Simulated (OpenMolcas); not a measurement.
# SnH4S (SMILES [SH][SnH3]): a chain of runs

Aim: the energy (HF/ANO-RCC-MB), then the energy (CASSCF(6,6)/ANO-RCC-VTZP), then a single-point energy (CASSCF(6,6)/ANO-RCC-VTZP), then the energy (MC-PDFT[ftrevPBE](6,6)/ANO-RCC-VTZP), then the energy (CASPT2(6,6)/ANO-RCC-VTZP) of SnH4S. 

The calculation is run with OpenMolcas 26.06.

### Step 1. The molecule

The species is SnH4S (6 atoms), meant as a singlet with charge 0. As SMILES, `[SH][SnH3]`. The coordinates come from a PBE0-D4/def2-TZVP relaxation.

Bond lengths: S1–Sn2 2.406 Å, S1–H3 1.343 Å, Sn2–H4 1.706 Å, Sn2–H5 1.706 Å, Sn2–H6 1.701 Å. Angles: S1–Sn2–H4 109.4°, S1–Sn2–H5 109.5°, S1–Sn2–H6 104.7°, Sn2–S1–H3 93.9°, H4–Sn2–H5 110.2°, H4–Sn2–H6 111.4°, H5–Sn2–H6 111.4°.

### Step 2. The energy at HF/ANO-RCC-MB (DKH2) (run 1)

Input file step1.inp:

```
* H4SSn Hartree-Fock
&GATEWAY
Coord
6
bohr
S      1.95454373    -1.71076906     2.38426745
Sn    -0.58959455     0.86209306    -0.36736276
H      2.14786271    -3.61334532     0.71526134
H     -3.30815455    -0.70883627    -1.09509629
H      1.06448273     1.52444206    -3.05323050
H     -1.18939362     3.52547306     1.32866644
Basis = ANO-RCC-MB
Group = NoSym
&SEWARD
&SCF
PrOrbitals = 1
```

On the command line:

```bash
$ export MOLCAS_MEM=1860
$ pymolcas step1.inp > step1.log
```

Output:

```text
--- Start Module: gateway ---
[...]
--- Stop Module: gateway /rc=_RC_ALL_IS_WELL_ ---
--- Start Module: seward ---
[...]
      Basis functions           40
--- Stop Module: seward /rc=_RC_ALL_IS_WELL_ ---
[...]
--- Start Module: scf ---
[...]
       Convergence after   7 Iterations
[...]
::    Total SCF energy                              -6573.2599749716
[...]
      Total spin, S                                     0.0000000000
[...]
      Total electronic charge=   70.000000
      Total            charge=   -0.000000
[...]
      Dipole Moment (debye):
      Origin of the operator (angstrom)=   -0.0322    0.1677    0.1020
                   X= -1.0084E+00               Y=  2.7691E-01               Z= -1.9066E+00           Total=  2.1746E+00
      Quadrupole Moment (debye*angstrom):
[...]
--- Stop Module: scf /rc=_RC_ALL_IS_WELL_ ---
[...]
```

Wall time 3.9 s (1 thread of Arm Neoverse V1, shared host); peak memory 0.42 GiB.

### Step 3. A single-point energy at CASSCF(6,6)/ANO-RCC-VTZP (DKH2, RICD fitting) (run 2)

Input file step2.inp:

```
&GATEWAY
  Coord
  6
  bohr
  S      1.95454373    -1.71076906     2.38426745
  Sn    -0.58959455     0.86209306    -0.36736276
  H      2.14786271    -3.61334532     0.71526134
  H     -3.30815455    -0.70883627    -1.09509629
  H      1.06448273     1.52444206    -3.05323050
  H     -1.18939362     3.52547306     1.32866644
  Basis
  ANO-RCC-MB
  Group
  NoSym

&SEWARD

&RASSCF
  FileOrb
  $CurrDir/step1.ScfOrb
  Alter
  3
  1 29 34
  1 31 35
  1 36 40
  Spin
  1
  Nactel
  6 0 0
  Inactive
  32
  Ras2
  6
  OrbListing
  Nothing
>>> COPY $Project.RunFile RUNFIL1
>>> COPY $Project.RasOrb INPORB

&GATEWAY
  Coord
  6
  bohr
  S      1.95454373    -1.71076906     2.38426745
  Sn    -0.58959455     0.86209306    -0.36736276
  H      2.14786271    -3.61334532     0.71526134
  H     -3.30815455    -0.70883627    -1.09509629
  H      1.06448273     1.52444206    -3.05323050
  H     -1.18939362     3.52547306     1.32866644
  Basis
  ANO-RCC-VTZP
  Group
  NoSym
  RICD

&SEWARD
>>> COPY $Project.RunFile RUNFIL2

&EXPBAS

&RASSCF
  FileOrb
  $Project.ExpOrb
  Spin
  1
  Nactel
  6 0 0
  Inactive
  32
  Ras2
  6
  OrbListing
  Nothing
  OrbAppear
  Compact
```

On the command line:

```bash
$ export MOLCAS_MEM=1860
$ pymolcas step2.inp > step2.log
```

Output:

```text
--- Start Module: gateway ---
[...]
      Basis functions           40
[...]
      Number of active orbitals                  6
[...]
      Spin quantum number                      0.0
[...]
      Active orbitals                            6
[...]
      Number of CSFs                           175
[...]
      Number of root(s) required                 1
[...]
      Convergence after 25 iterations
[...]
      printout of CI-coefficients larger than  0.05 for root  1
      energy=   -6573.303154
      conf/sym  111111     Coeff  Weight
             1  222000  -0.97740 0.95531
            11  220200   0.06809 0.00464
            23  u2d200   0.05673 0.00322
            39  ud20ud  -0.06161 0.00380
            46  022002   0.08271 0.00684
      Natural orbitals and occupation numbers for root  1
      sym 1:   1.961802   1.974893   1.972553   0.029585   0.025513   0.035653
      ************************************************************************************************************************
      *                                                    Final results                                                     *
[...]
::    RASSCF root number  1 Total energy:  -6573.30315368
[...]
      Basis functions          158
[...]
--- Start Module: expbas ---
[...]
      Convergence after 23 iterations
[...]
      Natural orbitals and occupation numbers for root  1
      sym 1:   1.972852   1.983948   1.977564   0.022990   0.015691   0.026955
      ************************************************************************************************************************
      *                                                    Final results                                                     *
[...]
::    RASSCF root number  1 Total energy:  -6573.47015499
[...]
      Total electronic charge=   70.000000
      Total            charge=   -0.000000
[...]
```

Wall time 67 s (1 thread of Arm Neoverse V1, shared host); peak memory 0.42 GiB.

### Step 4. A single-point energy at CASSCF(6,6)/ANO-RCC-VTZP (DKH2, RICD fitting, population LoProp) (run 3)

Input file step3.inp:

```
* H4SSn CASSCF
>>> EXPORT MOLCAS_PRINT=2

&GATEWAY
  Coord
  6
  bohr
  S      1.95454373    -1.71076906     2.38426745
  Sn    -0.58959455     0.86209306    -0.36736276
  H      2.14786271    -3.61334532     0.71526134
  H     -3.30815455    -0.70883627    -1.09509629
  H      1.06448273     1.52444206    -3.05323050
  H     -1.18939362     3.52547306     1.32866644
  Basis = ANO-RCC-VTZP
  Group = NoSym
  RICD

&SEWARD

&RASSCF
  FileOrb = $CurrDir/step2.RasOrb
  Spin = 1
  Nactel = 6 0 0
  Inactive = 32
  Ras2 = 6
  OrbListing = Nothing
  OrbAppear = Compact

&LOPROP
  NoField
```

On the command line:

```bash
$ export MOLCAS_MEM=1860
$ pymolcas step3.inp > step3.log
```

Output:

```text
--- Start Module: gateway ---
[...]
--- Stop Module: gateway /rc=_RC_ALL_IS_WELL_ ---
[...]
      Basis functions          158
[...]
--- Start Module: rasscf ---
[...]
      Number of active orbitals                  6
[...]
      Spin quantum number                      0.0
[...]
      Active orbitals                            6
[...]
      Number of CSFs                           175
[...]
      Number of root(s) required                 1
[...]
      Convergence after  4 iterations
[...]
      printout of CI-coefficients larger than  0.05 for root  1
      energy=   -6573.470155
      conf/sym  111111     Coeff  Weight
             1  222000  -0.98363 0.96754
            11  220200   0.06619 0.00438
            23  u2d200   0.05221 0.00273
            31  202020   0.05773 0.00333
            46  022002   0.07514 0.00565
      Natural orbitals and occupation numbers for root  1
      sym 1:   1.972851   1.983948   1.977564   0.022991   0.015691   0.026955
      ************************************************************************************************************************
      *                                                    Final results                                                     *
[...]
::    RASSCF root number  1 Total energy:  -6573.47015499
[...]
      Total electronic charge=   70.000000
      Total            charge=   -0.000000
[...]
      Dipole Moment (debye):
      Origin of the operator (angstrom)=   -0.0322    0.1677    0.1020
                   X= -7.5753E-01               Y=  3.8312E-01               Z= -1.2367E+00           Total=  1.5000E+00
      Quadrupole Moment (debye*angstrom):
[...]
--- Stop Module: rasscf /rc=_RC_ALL_IS_WELL_ ---
[...]
--- Start Module: loprop ---
[...]
--- Stop Module: loprop /rc=_RC_ALL_IS_WELL_ ---
[...]
```

Run time: 34 s. Hardware: 1 thread of Arm Neoverse V1, shared host; peak memory 0.37 GiB.

### Step 5. A single-point energy at MC-PDFT[ftrevPBE](6,6)/ANO-RCC-VTZP (DKH2, RICD fitting, hybrid share 0.25) (run 4)

Input file step4.inp:

```
&gateway
  coord
  6
  bohr
  S      1.95454373    -1.71076906     2.38426745
  Sn    -0.58959455     0.86209306    -0.36736276
  H      2.14786271    -3.61334532     0.71526134
  H     -3.30815455    -0.70883627    -1.09509629
  H      1.06448273     1.52444206    -3.05323050
  H     -1.18939362     3.52547306     1.32866644
  basis=ANO-RCC-VTZP
  group=NoSym
  ricd

&seward

&rasscf
  fileorb=$CurrDir/step2.RasOrb
  spin=1
  nactel=6 0 0
  inactive=32
  ras2=6
  orblisting=Nothing
  orbappear=Compact

&mcpdft
  ksdft=FT:revPBE
  lambda=0.25
```

On the command line:

```bash
$ export MOLCAS_MEM=1860
$ pymolcas step4.inp > step4.log
```

Output:

```text
--- Start Module: gateway ---
[...]
--- Stop Module: gateway /rc=_RC_ALL_IS_WELL_ ---
[...]
      Basis functions          158
[...]
--- Start Module: rasscf ---
[...]
      Number of active orbitals                  6
[...]
      Spin quantum number                      0.0
[...]
      Active orbitals                            6
[...]
      Number of CSFs                           175
[...]
      Number of root(s) required                 1
[...]
      Convergence after  4 iterations
[...]
      printout of CI-coefficients larger than  0.05 for root  1
      energy=   -6573.470155
      conf/sym  111111     Coeff  Weight
             1  222000  -0.98363 0.96754
            11  220200   0.06619 0.00438
            23  u2d200   0.05221 0.00273
            31  202020   0.05773 0.00333
            46  022002   0.07514 0.00565
      Natural orbitals and occupation numbers for root  1
      sym 1:   1.972851   1.983948   1.977564   0.022991   0.015691   0.026955
      ************************************************************************************************************************
      *                                                    Final results                                                     *
[...]
::    RASSCF root number  1 Total energy:  -6573.47015499
[...]
      Total electronic charge=   70.000000
      Total            charge=   -0.000000
[...]
      Dipole Moment (debye):
      Origin of the operator (angstrom)=   -0.0322    0.1677    0.1020
                   X= -7.5753E-01               Y=  3.8312E-01               Z= -1.2367E+00           Total=  1.5000E+00
      Quadrupole Moment (debye*angstrom):
[...]
--- Stop Module: rasscf /rc=_RC_ALL_IS_WELL_ ---
[...]
--- Start Module: mcpdft ---
[...]
::    MCPDFT root number  1 Total energy:  -6576.37236580
--- Stop Module: mcpdft /rc=_RC_ALL_IS_WELL_ ---
[...]
```

It took 38 s on 1 thread of Arm Neoverse V1, shared host; peak memory 0.37 GiB.

### Step 6. The energy at CASPT2(6,6)/ANO-RCC-VTZP (DKH2, RICD fitting, fock type G1, ipea shift 0.25 Eh, pt2 variant SS, sigma2 shift 0.3) (run 5)

Input file step5.inp:

```
&GATEWAY
  Coord
  6
  bohr
  S      1.95454373    -1.71076906     2.38426745
  Sn    -0.58959455     0.86209306    -0.36736276
  H      2.14786271    -3.61334532     0.71526134
  H     -3.30815455    -0.70883627    -1.09509629
  H      1.06448273     1.52444206    -3.05323050
  H     -1.18939362     3.52547306     1.32866644
  Basis=ANO-RCC-VTZP
  Group=NoSym
  RICD

&SEWARD

&RASSCF
  FileOrb=$CurrDir/step2.RasOrb
  Spin=1
  Nactel=6 0 0
  Inactive=32
  Ras2=6
  OrbListing=Nothing
  OrbAppear=Compact

&CASPT2
  Sig2=0.3
  FockType=G1
```

On the command line:

```bash
$ export MOLCAS_MEM=1860
$ pymolcas step5.inp > step5.log
```

Output:

```text
--- Start Module: gateway ---
[...]
--- Stop Module: gateway /rc=_RC_ALL_IS_WELL_ ---
[...]
      Basis functions          158
[...]
--- Start Module: rasscf ---
[...]
      Number of active orbitals                  6
[...]
      Spin quantum number                      0.0
[...]
      Active orbitals                            6
[...]
      Number of CSFs                           175
[...]
      Number of root(s) required                 1
[...]
      Convergence after  4 iterations
[...]
      printout of CI-coefficients larger than  0.05 for root  1
      energy=   -6573.470155
      conf/sym  111111     Coeff  Weight
             1  222000  -0.98363 0.96754
            11  220200   0.06619 0.00438
            23  u2d200   0.05221 0.00273
            31  202020   0.05773 0.00333
            46  022002   0.07514 0.00565
      Natural orbitals and occupation numbers for root  1
      sym 1:   1.972851   1.983948   1.977564   0.022991   0.015691   0.026955
      ************************************************************************************************************************
      *                                                    Final results                                                     *
[...]
::    RASSCF root number  1 Total energy:  -6573.47015499
[...]
      Total electronic charge=   70.000000
      Total            charge=   -0.000000
[...]
      Dipole Moment (debye):
      Origin of the operator (angstrom)=   -0.0322    0.1677    0.1020
                   X= -7.5753E-01               Y=  3.8312E-01               Z= -1.2367E+00           Total=  1.5000E+00
      Quadrupole Moment (debye*angstrom):
[...]
--- Start Module: caspt2 ---
[...]
      E2 (Variational):          -0.6876669967
      Total energy:           -6574.1578219894
[...]
      Reference weight:           0.84678
[...]
::    CASPT2 Root  1     Total energy:  -6574.15782199
[...]
```

Wall time 46 s (1 thread of Arm Neoverse V1, shared host); peak memory 0.4 GiB.

### Step 7. Results

```
                                                                  quantity           value
                                        run 1, HF/ANO-RCC-MB: total energy  -6573.25997 Eh
                                       run 1, HF/ANO-RCC-MB: dipole moment          2.17 D
                                         run 1, HF/ANO-RCC-MB: HOMO energy       -10.85 eV
                                         run 1, HF/ANO-RCC-MB: LUMO energy         2.29 eV
                                       run 1, HF/ANO-RCC-MB: HOMO–LUMO gap        13.14 eV
                             run 2, CASSCF(6,6)/ANO-RCC-VTZP: total energy  -6573.47015 Eh
           run 2, CASSCF(6,6)/ANO-RCC-VTZP: dipole moment (CASSCF density)          1.50 D
                  run 4, MC-PDFT[ftrevPBE](6,6)/ANO-RCC-VTZP: total energy  -6576.37237 Eh
run 4, MC-PDFT[ftrevPBE](6,6)/ANO-RCC-VTZP: dipole moment (CASSCF density)          1.50 D
                             run 5, CASPT2(6,6)/ANO-RCC-VTZP: total energy  -6574.15782 Eh
           run 5, CASPT2(6,6)/ANO-RCC-VTZP: dipole moment (CASSCF density)          1.50 D
```

In words: Mulliken charges (run 2, CASSCF(6,6)/ANO-RCC-VTZP) run from -0.42 on S1 to +1.10 on Sn2; they depend strongly on the basis.
